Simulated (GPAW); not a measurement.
GaF:

```
Ga F
1.0
     3.16592    0.00000    0.00000
     0.00000    3.16592    0.00000
     0.00000    0.00000    3.16592
Ga F
1 1
Direct
  0.00000 0.00000 0.00000
  0.50000 0.50000 0.50000
```

The cell was built by a generator and needn't be a form met in nature.

Base run:

- Program: GPAW 26.7.0
- Functional: AM05
- Potentials or basis: PAW data sets generated in the run's folder for this functional
- Cutoff: 800 eV
- Basis: pw
- k mesh: 8 × 8 × 8
- Occupations: fermi-dirac, width 0.05 eV
- Spin: no spin polarisation

Its results: band gap on the k mesh 0.26 eV, indirect (least direct gap 1.06 eV); pressure -4.3 GPa.

Question: The run is repeated on the same cell with these changes: functional from AM05 to PBEsol. What comes out?

Answer: Band gap on the k mesh 0.23 eV, indirect (least direct gap 1.01 eV); pressure -5.4 GPa.

Not every run made on this cell is shown here.
